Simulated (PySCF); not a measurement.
# Ne+, Ne(2+): excitation energies in aug-cc-pCVTZ-DK

Aim: the excitation energy of neon from differences of total energies, at each level of theory, and how far each lands from the tabulated value where there is one.

Method: unrestricted determinants in a Gaussian basis, no spin-orbit coupling in the energies. Code: PySCF 2.14.0.

**1. The system**

```
Element                                   : neon (Z = 10)
Basis                                     : aug-cc-pCVTZ-DK
Hamiltonian                               : scalar relativity by spin-free X2C-1e
State 1                                   : Ne+: [He] 2s1 2p6, 2S determinant (an excited configuration)
State 2                                   : Ne(2+): [He] 2s2 2p3 3d1, high-spin 5D determinant (an excited configuration)
State 3                                   : Ne(2+): [He] 2s1 2p5, high-spin 3P determinant (an excited configuration)
Needed too, but not shown                 : Ne+ [He] 2s2 2p5 (2P), Ne(2+) [He] 2s2 2p4 (3P)
Methods                                   : CCSD(T)
Core shells frozen in the correlated runs : valence and next inner shell: nothing (for Ne+)
```

Outer shells as boxes (Hund's rule):

Ne+ [He] 2s1 2p6
```
[He] core
2s [↑ ]
2p [↑↓][↑↓][↑↓]
```

Ne2+ [He] 2s2 2p3 3d1
```
[He] core
2s [↑↓]
2p [↑ ][↑ ][↑ ]
3d [↑ ][  ][  ][  ][  ]
```

Ne2+ [He] 2s1 2p5
```
[He] core
2s [↑ ]
2p [↑↓][↑↓][↑ ]
```

One driver process ran all states and methods and kept the integrals in memory. Each run is shown as a PySCF script that sums up its settings (the driver passes frozen orbitals as a list and adds second-order terms of double hybrids); the logs are those of the runs themselves. The driver starts from symmetry-adapted Hartree-Fock orbitals, holds the occupation by maximum overlap and uses a logarithmic radial grid for functionals, so a plain start would take other cycles.

The integrals over 59 functions and the set-up took 0.08 s of CPU time.

**2. Ne+ [He] 2s1 2p6: CCSD(T) (valence and next inner shell)**

CCSD(T) (valence and next inner shell):

File input.py:

```python
from pyscf import gto, scf, dft, mp, cc
import basis_set_exchange as bse
mol = gto.M(atom="Ne 0 0 0", charge=1, spin=1, symmetry="D2h",
            basis=gto.basis.parse(bse.get_basis("aug-cc-pCVTZ-DK", elements=["Ne"], fmt="nwchem")),
            nucmod="G")
mf = scf.UHF(mol).sfx2c1e()
mf.irrep_nelec = {'Ag': (2, 1), 'B1u': (1, 1), 'B2u': (1, 1), 'B3u': (1, 1)}
mf.kernel()
mycc = cc.CCSD(mf, frozen=0).run()
mycc.ccsd_t()
```

**3. Ne(2+) [He] 2s2 2p3 3d1, at CCSD(T) (valence and next inner shell)**

CCSD(T) (valence and next inner shell):

File input.py:

```python
from pyscf import gto, scf, dft, mp, cc
import basis_set_exchange as bse
mol = gto.M(atom="Ne 0 0 0", charge=2, spin=4, symmetry="D2h",
            basis=gto.basis.parse(bse.get_basis("aug-cc-pCVTZ-DK", elements=["Ne"], fmt="nwchem")),
            nucmod="G")
mf = scf.UHF(mol).sfx2c1e()
mf.irrep_nelec = {'Ag': (2, 2), 'B1g': (1, 0), 'B1u': (1, 0), 'B2u': (1, 0), 'B3u': (1, 0)}
mf.kernel()
mycc = cc.CCSD(mf, frozen=0).run()
mycc.ccsd_t()
```

**4. Ne(2+) [He] 2s1 2p5: CCSD(T) (valence and next inner shell)**

CCSD(T) (valence and next inner shell):

File input.py:

```python
from pyscf import gto, scf, dft, mp, cc
import basis_set_exchange as bse
mol = gto.M(atom="Ne 0 0 0", charge=2, spin=2, symmetry="D2h",
            basis=gto.basis.parse(bse.get_basis("aug-cc-pCVTZ-DK", elements=["Ne"], fmt="nwchem")),
            nucmod="G")
mf = scf.UHF(mol).sfx2c1e()
mf.irrep_nelec = {'Ag': (2, 1), 'B1u': (1, 1), 'B2u': (1, 1), 'B3u': (1, 0)}
mf.kernel()
mycc = cc.CCSD(mf, frozen=0).run()
mycc.ccsd_t()
```

**Question.** What will these runs give?

As calculated:

| quantity | value |
| --- | --- |
| excitation energy, Ne+ → [He] 2s1 2p6 | UHF 29.744, CCSD(T) (valence and next inner shell) 26.961 eV; reference 26.878 |
| excitation energy, Ne(2+) → [He] 2s2 2p3 3d1 | UHF 52.841, CCSD(T) (valence and next inner shell) 53.757 eV |
| excitation energy, Ne(2+) → [He] 2s1 2p5 | UHF 26.701, CCSD(T) (valence and next inner shell) 25.418 eV |

Each level's miss (mean over 1 difference):

```
                                method  mean absolute miss against the measured value (with the measured fine structure taken into account where it is known) (eV)
                                   UHF                                                                                                                       2.866
    MP2 (valence and next inner shell)                                                                                                                       0.687
SCS-MP2 (valence and next inner shell)                                                                                                                       0.581
   CCSD (valence and next inner shell)                                                                                                                       0.273
CCSD(T) (valence and next inner shell)                                                                                                                       0.083
```

**Reading.** CCSD(T) (valence and next inner shell) lands nearest to the measured value (off by 0.08 eV); UHF misses by most (2.87 eV). The basis is finite, and no extrapolation was made.
